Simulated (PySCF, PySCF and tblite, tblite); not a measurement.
# CF4NSi−: a path driven as pseudorotation, and NMR exchange

One table from this session's results is given with a row withheld; the runs are named, their logs left out.

Programs: PySCF 2.14.0 with density-fitted response routines of our own, and tblite 0.8.0. All values are computed, except where a source is named. Atoms count from 0 throughout.

## The molecule as given

7 atoms, charge -1, multiplicity 1; geometry from: force field or distance geometry start.

Bonds of the start (Å): C1–Si2 1.79, N0–C1 1.17, Si2–F3 1.67, Si2–F4 1.69, Si2–F5 1.69, Si2–F6 1.69.

Set-up of the first run:

Job settings and geometry (Å):

```
{"job": {"xc": "GFN2-xTB", "basis": "xTB", "kind": "relax"}, "charge": -1, "multiplicity": 1}
N      2.485500    -0.586900    -0.022900
C      1.399900    -0.163300    -0.018400
Si    -0.269100     0.488400     0.012700
F     -1.363600    -0.768900     0.122300
F     -0.002400     2.138000    -0.268400
F     -1.047300    -0.559000     1.088900
F     -1.199600    -0.543300    -0.941300
```

Launch:

```
> OMP_NUM_THREADS=1 python ens_run.py task.json out
```

One launch serves the whole session.

Among the steps run: GFN2-xTB relaxation, start minimum; Relaxed scan, berry; Nudged elastic band, leg 1; Saddle search, leg 1; DFT refinement, start: B3LYP-D3(BJ)/def2-SVP; Shieldings, start: PBE0/pcSseg-1; Shieldings, saddle of leg 1: PBE0/pcSseg-1; Barriers, rates and exchange; Shieldings, start: CAM-B3LYP/pcSseg-1; Single-point energy, saddle of leg 1: CAM-B3LYP/pcSseg-1; Second level: CAM-B3LYP/pcSseg-1 + D3(BJ); Shieldings, start: PBE0/pcSseg-1 in methanol; Single-point energy, saddle of leg 1: PBE0/pcSseg-1 in methanol; Second level: PBE0/pcSseg-1 + D3(BJ), IEF-PCM methanol.

One of the session's tables, all rows but one given; the rest of the session is left out.

Barriers by level (kcal/mol; entropies in cal/(mol K)). Zero-point and thermal terms come from xTB in every row. ΔG‡ leaves symmetry out; the rate counts one path; effective ΔG‡, where given, is the barrier that would give that rate by Eyring's equation alone:

```
                                   level   ΔE‡  with zero-point    ΔH‡  ΔG‡ (298 K)  k at 298 K (1/s)
                                GFN2-xTB  0.50             0.50  -0.08         1.11           9.5e+11
                   B3LYP-D3(BJ)/def2-SVP  4.77             4.77   4.19         5.38             7e+08
                  PBE0/pcSseg-1 + D3(BJ)     ?                ?      ?            ?                 ?
PBE0/pcSseg-1 + D3(BJ), IEF-PCM methanol  4.10             4.10   3.52         4.71           2.2e+09
```

**Question.** Estimate the row for PBE0/pcSseg-1 + D3(BJ).

As computed: ΔE‡: 4.51; with zero-point: 4.51; ΔH‡: 3.93; ΔG‡ (298 K): 5.12; k at 298 K (1/s): 1.1e+09. In the column «ΔE‡» it lies between PBE0/pcSseg-1 + D3(BJ), IEF-PCM methanol (4.10) and B3LYP-D3(BJ)/def2-SVP (4.77).
